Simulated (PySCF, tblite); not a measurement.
# C7H15OP: geometry, infrared bands and NMR shifts

Wanted: the infrared bands and NMR shifts of C7H15OP (`CC[C@@H]1[C@@H](C)P1COC`), by calculation.

Programs: tblite 0.8.0 and PySCF 2.14.0, with density-fitted response routines of our own. Each step states its level of theory. These are calculated values for one molecule in the gas phase, unless marked as measured. Atoms count from 0, in the outputs and in this text.

**1. The starting structure**

24 atoms, charge 0, multiplicity 1; geometry from: force field or distance geometry start.

Bonds of the start (Å): C0–C1 1.51, C1–C2 1.49, C2–C3 1.50, C3–C4 1.47, C3–P5 1.83, P5–C6 1.86, C6–O7 1.44, O7–C8 1.42, P5–C2 1.84, C0–H9 1.10, C0–H10 1.10, C0–H11 1.09, C1–H12 1.11, C1–H13 1.10, C2–H14 1.09, C3–H15 1.10, C4–H16 1.10, C4–H17 1.09, C4–H18 1.09, C6–H19 1.08, C6–H20 1.09, C8–H21 1.09, C8–H22 1.11, C8–H23 1.09.

**2. Geometry optimisation with GFN2-xTB**

The job: settings as JSON, then the geometry in Å.

```
{"job": {"kind": "relax", "xc": "GFN2-xTB", "basis": "xTB"}, "charge": 0, "multiplicity": 1}
C     -2.191700     0.712600     1.968600
C     -1.054500    -0.266400     1.826000
C     -0.456100    -0.240400     0.459100
C     -1.071600    -1.052300    -0.646300
C     -1.306000    -0.463300    -1.970800
P      0.553400    -1.678300    -0.086100
C      1.753900    -0.849900    -1.243400
O      2.089500     0.533400    -1.054500
C      3.047800     0.725100    -0.027800
H     -2.611600     0.690100     2.989400
H     -3.010300     0.471800     1.268400
H     -1.872000     1.734000     1.759200
H     -0.275900    -0.009000     2.572500
H     -1.407300    -1.273900     2.093800
H     -0.074600     0.752800     0.217100
H     -1.894500    -1.719600    -0.364900
H     -0.611600     0.356700    -2.209100
H     -2.318600    -0.051300    -2.023800
H     -1.224500    -1.220100    -2.754600
H      1.364200    -0.942900    -2.250600
H      2.675200    -1.436200    -1.237600
H      2.661000     0.386000     0.937800
H      3.252100     1.808000     0.057200
H      3.972000     0.208200    -0.272000
```

On the command line:

```
> OMP_NUM_THREADS=1 python probes_run.py task.json out
```

One launch serves the whole session: the jobs run in the order shown.

**Question.** This job is followed by: GFN2-xTB harmonic vibrations, gas phase; GIAO PBE0/pcSseg-1 NMR shielding, non-relativistic, gas phase. Predict these results of the whole session: strongest single infrared mode (GFN2-xTB); zero-point energy (GFN2-xTB); 13C shifts against TMS (PBE0/pcSseg-1); 1H shifts against TMS (PBE0/pcSseg-1, means over atoms taken as alike); 31P shifts against H3PO4 (PBE0/pcSseg-1); 17O shifts against H2O (PBE0/pcSseg-1); surface potential, 1st and 99th percentile.

The runs gave:

```
                                                              quantity                                                     value
                             strongest single infrared mode (GFN2-xTB)                                      1097 cm⁻¹, 65 km/mol
                                          zero-point energy (GFN2-xTB)                                            129.4 kcal/mol
                                13C shifts against TMS (PBE0/pcSseg-1)              67.1, 58.8, 35.0, 32.3, 30.0, 17.6, 17.4 ppm
1H shifts against TMS (PBE0/pcSseg-1, means over atoms taken as alike)  3.69, 3.37, 3.25, 2.23, 1.45, 1.38, 1.14, 1.04, 0.77 ppm
                              31P shifts against H3PO4 (PBE0/pcSseg-1)                                                -215.8 ppm
                                17O shifts against H2O (PBE0/pcSseg-1)                                                  24.3 ppm
                                 surface potential, 1st and 99th percentile                                        -1.18 V and 0.71 V
```

In words: Relaxing lowered the energy by 0.176 eV in 73 steps; the close pair that moved most is C3–C4, from 1.468 to 1.507 Å. No mode is imaginary among the 66: a minimum at this level. The strongest single mode, at 1097 cm⁻¹, is spread over several atoms, O7, C8, C6, H19 among them. Unscaled tight-binding wavenumbers are off by several per cent, some by more. Its intensities can rank the bands wrongly. At PBE0/pcSseg-1: The largest span, 590 ppm, is at P5, where the paramagnetic term is -434 ppm.
